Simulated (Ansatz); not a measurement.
# AlH3Se: how energies converge with the basis set

Aim: see how fast density functionals converge with the basis set for AlH3Se.

Computed with Ansatz 0.2.0, Gaussian basis. Level: one geometry, several basis sets.

The runs, in order: PBE0-D4/def2-SVP; ωB97M-V/def2-SVP; PBE0-D4/def2-QZVPP; ωB97M-V/def2-QZVPP; the functionals' def2-TZVPP values are taken from earlier runs.

## Step 1: The relaxed structure

An earlier PBE0-D4 in a triple-zeta def2 set relaxation fixed the geometry.

5 atoms, charge 0, spin multiplicity 1.

Atoms are counted from 1 here; the program's logs count them from 0.

Bond lengths: Al1–Se2 2.314 Å, Al1–H3 1.579 Å, Al1–H4 1.580 Å, Se2–H5 1.469 Å. Angles: Se2–Al1–H3 116.3°, Se2–Al1–H4 119.2°, H3–Al1–H4 124.5°, Al1–Se2–H5 92.2°.

As a file:

```mol
AlH3Se
  3D, bonds by distance, orders not assigned

  5  4  0  0  0  0  0  0  0  0999 V2000
   -0.4352   -0.5307    0.1668 Al  0  0
    0.8703    1.3466    0.5229 Se  0  0
   -1.2368   -1.0727    1.4151 H   0  0
   -0.4741   -1.1810   -1.2728 H   0  0
    1.3256    1.3641   -0.8735 H   0  0
  1  2  8  0
  1  3  8  0
  1  4  8  0
  2  5  8  0
M  END
```

## Step 2: PBE0-D4 in def2-SVP

Input file in.yaml:

```yaml
crystal:
  periodic: [false, false, false]
  atoms:
    - {symbol: Al, position_ang: [-0.435238, -0.530732, 0.166825]}
    - {symbol: Se, position_ang: [0.870291, 1.346572, 0.522905]}
    - {symbol: H, position_ang: [-1.236754, -1.072666, 1.415089]}
    - {symbol: H, position_ang: [-0.474100, -1.180966, -1.272771]}
    - {symbol: H, position_ang: [1.325602, 1.364093, -0.873549]}
basis:
  gaussian: {orbitals: def2-SVP}
hamiltonian: {xc: pbe0, dispersion: d4}
output: {orbitals: {seedname: orbitals}}
```

Run with:

```sh
> ansatz run in.yaml --threads 2 --pin off --events-out ev --progress --plain --max-ram 32768MiB --backend cpu
```

After this run come: ωB97M-V in def2-SVP; PBE0-D4 in def2-QZVPP; ωB97M-V in def2-QZVPP.

Before running them: what should the planned runs give, taken together? Wanted: PBE0-D4: double and triple zeta above quadruple; ωB97M-V: double and triple zeta above quadruple.

The runs gave:

```
                                       quantity           value
PBE0-D4: double and triple zeta above quadruple  11.95, 1.58 eV
ωB97M-V: double and triple zeta above quadruple  11.89, 1.53 eV
```

**Reading.** For PBE0-D4 the step from double to triple zeta gains 10.37 eV and the next only 1.58 eV. These are total energies; as a rule much of such shifts cancels in differences, which this series doesn't test.
